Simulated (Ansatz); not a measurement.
The system is Zn3H.

```
Zn H
1.0
     0.00000    2.99658    2.99658
     2.99658    0.00000    2.99658
     2.99658    2.99658    0.00000
Zn H
3 1
Cartesian
  2.9966 2.9966 2.9966
  1.4983 1.4983 1.4983
  4.4949 4.4949 4.4949
  0.0000 0.0000 0.0000
```

The cell was built by a generator and needn't be a form met in nature.

Base run:

```yaml
Program: Ansatz 0.2.0
Functional: BLYP
Potentials_or_basis: Ansatz PAW
Cutoff: 420 eV
Density_cutoff: 1680 eV
k_mesh: 6 × 6 × 6
Occupations: fermi-dirac, width 0.05 eV
Spin: no spin polarisation
```

Its results: band gap on the k mesh none (metal or under the smearing width); pressure 5.3 GPa.

**Question.** The run is repeated on the same cell with these changes: functional from BLYP to revPBE. What comes out?

**Answer.** Band gap on the k mesh none (metal or under the smearing width); pressure 2.0 GPa.

Caveats: the potentials were made for another functional, which shifts forces and pressure; the PAW data sets come from PBE, with cores solved anew for the run's functional, which leaves a small shift of forces and pressure.

Not every run made on this cell is shown here.
